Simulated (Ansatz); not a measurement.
# Alloy of ZnS and ZnSe (28 of 32 S sites exchanged), 64 atoms

Aim: relax the alloy cell and compare the gap by PBEsol and HSE06.

Method: density functional theory in Ansatz 0.2.0, PAW datasets, plane waves.

## (1) Starting point

64 atoms (32 Zn, 28 Se, 4 S); a = 11.200 Å, b = 11.200 Å, c = 11.200 Å, α = 90.00°, β = 90.00°, γ = 90.00°. All atoms were shaken off their sites by about 0.02 Å along each axis.

Plan of the steps: (2) PBEsol cell relaxation at the single k point (¼, ¼, ¼), on 1 × NVIDIA GB200 with 8 threads of Arm Neoverse-V2; (3) HSE06 single point at the single k point (¼, ¼, ¼), on 1 × NVIDIA GB200 with 8 threads of Arm Neoverse-V2.

## (2) Relaxing cell and atoms with PBEsol

in.yaml

```yaml
crystal:
  lattice:
    - [11.200240, 0.000000, 0.000000]
    - [0.000000, 11.200240, 0.000000]
    - [0.000000, 0.000000, 11.200240]
  atoms:
    - { symbol: Zn, position: [0.000311, 0.999278, 0.001167] }
    - { symbol: Zn, position: [0.998580, 0.998099, 0.499184] }
    - { symbol: Zn, position: [0.999249, 0.503272, 0.999081] }
    - { symbol: Zn, position: [0.998785, 0.501341, 0.499499] }
    - { symbol: Zn, position: [0.498074, 0.998985, 0.001845] }
    - { symbol: Zn, position: [0.499302, 0.994896, 0.504026] }
    - { symbol: Zn, position: [0.502132, 0.497656, 0.000693] }
    - { symbol: Zn, position: [0.498311, 0.498590, 0.500010] }
    - { symbol: Zn, position: [0.247561, 0.252671, 0.996933] }
    - { symbol: Zn, position: [0.249829, 0.249723, 0.500345] }
    - { symbol: Zn, position: [0.252137, 0.750986, 0.999115] }
    - { symbol: Zn, position: [0.251643, 0.748601, 0.500207] }
    - { symbol: Zn, position: [0.746494, 0.249788, 0.002147] }
    - { symbol: Zn, position: [0.750511, 0.248110, 0.499657] }
    - { symbol: Zn, position: [0.747830, 0.748523, 0.001558] }
    - { symbol: Zn, position: [0.751031, 0.748759, 0.500545] }
    - { symbol: Zn, position: [0.251958, 0.002982, 0.251960] }
    - { symbol: Zn, position: [0.252526, 0.997781, 0.748807] }
    - { symbol: Zn, position: [0.249304, 0.500921, 0.247485] }
    - { symbol: Zn, position: [0.251156, 0.499533, 0.750873] }
    - { symbol: Zn, position: [0.749706, 0.000932, 0.250534] }
    - { symbol: Zn, position: [0.749369, 0.000922, 0.749984] }
    - { symbol: Zn, position: [0.750535, 0.498442, 0.248900] }
    - { symbol: Zn, position: [0.751199, 0.500471, 0.748153] }
    - { symbol: Zn, position: [0.001170, 0.252528, 0.251608] }
    - { symbol: Zn, position: [0.998155, 0.251341, 0.751649] }
    - { symbol: Zn, position: [0.002260, 0.751068, 0.251506] }
    - { symbol: Zn, position: [0.998993, 0.748299, 0.745167] }
    - { symbol: Zn, position: [0.499394, 0.248608, 0.248120] }
    - { symbol: Zn, position: [0.501436, 0.251490, 0.748693] }
    - { symbol: Zn, position: [0.498006, 0.746303, 0.251366] }
    - { symbol: Zn, position: [0.499244, 0.752091, 0.750708] }
    - { symbol: Se, position: [0.127136, 0.123068, 0.125174] }
    - { symbol: Se, position: [0.124498, 0.125571, 0.625308] }
    - { symbol: Se, position: [0.123517, 0.624285, 0.125406] }
    - { symbol: Se, position: [0.126219, 0.625235, 0.624093] }
    - { symbol: Se, position: [0.627213, 0.126051, 0.126267] }
    - { symbol: Se, position: [0.624042, 0.124405, 0.627223] }
    - { symbol: Se, position: [0.626671, 0.622316, 0.122787] }
    - { symbol: Se, position: [0.625567, 0.625919, 0.626078] }
    - { symbol: Se, position: [0.378103, 0.377169, 0.125941] }
    - { symbol: Se, position: [0.373903, 0.375489, 0.627239] }
    - { symbol: Se, position: [0.372964, 0.875529, 0.624503] }
    - { symbol: Se, position: [0.872997, 0.879753, 0.126733] }
    - { symbol: Se, position: [0.375820, 0.126556, 0.374865] }
    - { symbol: Se, position: [0.374653, 0.124886, 0.880170] }
    - { symbol: Se, position: [0.376378, 0.623392, 0.376736] }
    - { symbol: Se, position: [0.376675, 0.626567, 0.875303] }
    - { symbol: Se, position: [0.875963, 0.127477, 0.375548] }
    - { symbol: Se, position: [0.874908, 0.121968, 0.875299] }
    - { symbol: Se, position: [0.874475, 0.624236, 0.376177] }
    - { symbol: Se, position: [0.871854, 0.623693, 0.875483] }
    - { symbol: Se, position: [0.124809, 0.377398, 0.376616] }
    - { symbol: Se, position: [0.126000, 0.373090, 0.873231] }
    - { symbol: Se, position: [0.124891, 0.874478, 0.373791] }
    - { symbol: Se, position: [0.124608, 0.875954, 0.874200] }
    - { symbol: Se, position: [0.628353, 0.375040, 0.375343] }
    - { symbol: Se, position: [0.624857, 0.373540, 0.876145] }
    - { symbol: Se, position: [0.625455, 0.872757, 0.373957] }
    - { symbol: Se, position: [0.627418, 0.873907, 0.869314] }
    - { symbol: S, position: [0.374604, 0.874039, 0.123276] }
    - { symbol: S, position: [0.873183, 0.376656, 0.124330] }
    - { symbol: S, position: [0.874076, 0.374730, 0.626599] }
    - { symbol: S, position: [0.874127, 0.875085, 0.623397] }
  symmetry: { detect: false }
kpoints:
  mp_grid: { grid: [1, 1, 1], shift: [0.25, 0.25, 0.25] }
hamiltonian:
  xc: pbesol
scf:
  occupations: { method: fermi_dirac, width: 0.01 }
relax:
  f_tol: 0.03
  max_steps: 80
  escape_saddle: false
  adjacent_minimum: "off"
  cell: { fix: [shape] }
output:
  forces: true
  eigenvalues: true
  populations: true
```

Launch:

```bash
> ansatz run in.yaml --threads 8 --pin off --max-ram 118750MiB --runs-dir r --events-out ev --progress --plain --backend cuda --devices 0, --max-vram 170GiB
```

The runs that follow: HSE06 on the final geometry.

What does the calculation give? Wanted: for each run, top filled to lowest empty.

The runs gave:

| level | time | top filled to lowest empty (eV) |
| --- | --- | --- |
| PBEsol, relaxation | 5.8 s (GPU) | 2.43 |
| HSE06 | 37 s (GPU) | 3.65 |

```
     quantity                                                                         value
   relaxation                                              6 recorded steps, 0.65 eV gained
largest shift                                                                 0.11 Å (Zn31)
 relaxed cell  a = 11.197 Å, b = 11.197 Å, c = 11.197 Å, α = 90.00°, β = 90.00°, γ = 90.00°
   mean bonds                                                     S–Zn 2.345, Se–Zn 2.436 Å
```

**In words.** Relaxation gains 0.65 eV, with shifts up to 0.11 Å (Zn31), while the volume changes by -0.1 %. The mean lengths of the listed bonds run from S–Zn 2.35 Å to Se–Zn 2.44 Å. At the same k points, PBEsol gives a spacing 1.22 eV smaller than the 3.65 eV of HSE06. Spin–orbit coupling is left out, which matters for the band edges of the heavier elements here. With one k point the spacing samples only the states that fold onto it, so it can exceed the gap over the zone.
